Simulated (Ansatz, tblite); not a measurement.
**CuMe2 (C₂H₆Cu): charged states by level of theory**

An exercise on one series of results from a longer session: the logs are not shown, and one member is left open.

Program: Ansatz 0.2.0, Gaussian basis. Level of theory: as each input shows. These are calculated values, not measurements.

Plan: charge +1 triplet, at the geometry of the doublet (PBE0-D4/def2-TZVP, PBE-D4/def2-TZVP, r2SCAN-D4/def2-TZVP, CCSD(T)/def2-TZVP); charge -1 singlet, at the geometry of the doublet (PBE0-D4/def2-TZVPD, PBE-D4/def2-TZVPD, r2SCAN-D4/def2-TZVPD); charge -1 singlet, relaxed (PBE0-D4/def2-TZVPD, PBE-D4/def2-TZVPD); charge +1 singlet, at the geometry of the doublet (PBE0-D4/def2-TZVP, PBE-D4/def2-TZVP, r2SCAN-D4/def2-TZVP); charge -1 triplet, at the geometry of the doublet (PBE0-D4/def2-TZVPD, PBE-D4/def2-TZVPD, r2SCAN-D4/def2-TZVPD); the starting doublet's energies come from earlier runs.

1 further run of the same task is left out (it didn't finish).

### The structure

The geometry is that of the doublet, from an earlier relaxation (r2SCAN-D4/def2-TZVP).

9 atoms, charge 0, spin multiplicity 2.

Atoms are counted from 1 here; the program's logs count them from 0.

Bond lengths: Cu1–C2 1.928 Å, Cu1–C6 1.928 Å, C2–H3 1.095 Å, C2–H4 1.095 Å, C2–H5 1.095 Å, C6–H7 1.095 Å, C6–H8 1.095 Å, C6–H9 1.095 Å. Angles: C2–Cu1–C6 180.0°, Cu1–C2–H3 110.5°, Cu1–C2–H4 110.5°, Cu1–C2–H5 110.5°, H3–C2–H4 108.4°, H3–C2–H5 108.4°, H4–C2–H5 108.4°, Cu1–C6–H7 110.5°, Cu1–C6–H8 110.5°, Cu1–C6–H9 110.5°, H7–C6–H8 108.4°, H7–C6–H9 108.4°, H8–C6–H9 108.4°.

As a file:

```xyz
9
charge 0, multiplicity 2
Cu   -0.00015   -0.00020    0.00001
C    -0.00343   -0.01390    1.92812
H    -0.44338    0.91085    2.31713
H     1.01882   -0.09984    2.31242
H    -0.58756   -0.86074    2.30456
C     0.00336    0.01382   -1.92810
H    -1.02211    0.01994   -2.31336
H     0.51440   -0.87367   -2.31701
H     0.52004    0.90377   -2.30376
```

Formally the metal is d9. No spin-orbit coupling is included.

The first run:

Input file in.yaml:

```yaml
crystal:
  periodic: [false, false, false]
  atoms:
    - {symbol: Cu, position_ang: [-0.000152, -0.000199, 0.000012]}
    - {symbol: C, position_ang: [-0.003427, -0.013904, 1.928118]}
    - {symbol: H, position_ang: [-0.443384, 0.910853, 2.317131]}
    - {symbol: H, position_ang: [1.018824, -0.099842, 2.312423]}
    - {symbol: H, position_ang: [-0.587560, -0.860739, 2.304559]}
    - {symbol: C, position_ang: [0.003358, 0.013819, -1.928099]}
    - {symbol: H, position_ang: [-1.022112, 0.019936, -2.313364]}
    - {symbol: H, position_ang: [0.514402, -0.873674, -2.317012]}
    - {symbol: H, position_ang: [0.520041, 0.903769, -2.303757]}
basis:
  gaussian: {orbitals: def2-SVP}
total_charge: 1
magnetization: {spin_polarized: true, initial_magnetization: 2}
hamiltonian: {xc: pbe0, dispersion: d4}
output: {orbitals: {seedname: orbitals}}
```

Run with:

```
$ ansatz run in.yaml --threads 4 --pin off --events-out ev --progress --plain --max-ram 3916MiB
```

Steps of the session up to this table: Charge +1 triplet at the fixed geometry, first pass, PBE0-D4/def2-SVP; Charge +1 triplet at the fixed geometry, PBE0-D4/def2-TZVP; Charge +1 triplet at the fixed geometry, PBE-D4/def2-TZVP; Charge +1 triplet at the fixed geometry, r2SCAN-D4/def2-TZVP; Charge +1 triplet at the fixed geometry, CCSD(T)/def2-TZVP.

One table of the session follows, with a row left open; its other results are not shown here.

It belongs to the step «Vertical ionisation energy». 

| method | vertical ionisation energy (eV) |
| --- | --- |
| HF/def2-TZVP | 8.51 |
| PBE-D4/def2-TZVP | 8.61 |
| r2SCAN-D4/def2-TZVP | 8.50 |
| PBE0-D4/def2-TZVP | 8.55 |
| MP2/def2-TZVP | 7.73 |
| CCSD/def2-TZVP | ? |
| CCSD(T)/def2-TZVP | 8.57 |

Q: Estimate the row for CCSD/def2-TZVP from the others.

The run gave: vertical ionisation energy (eV): 8.63. In the column «vertical ionisation energy (eV)» it is the highest.
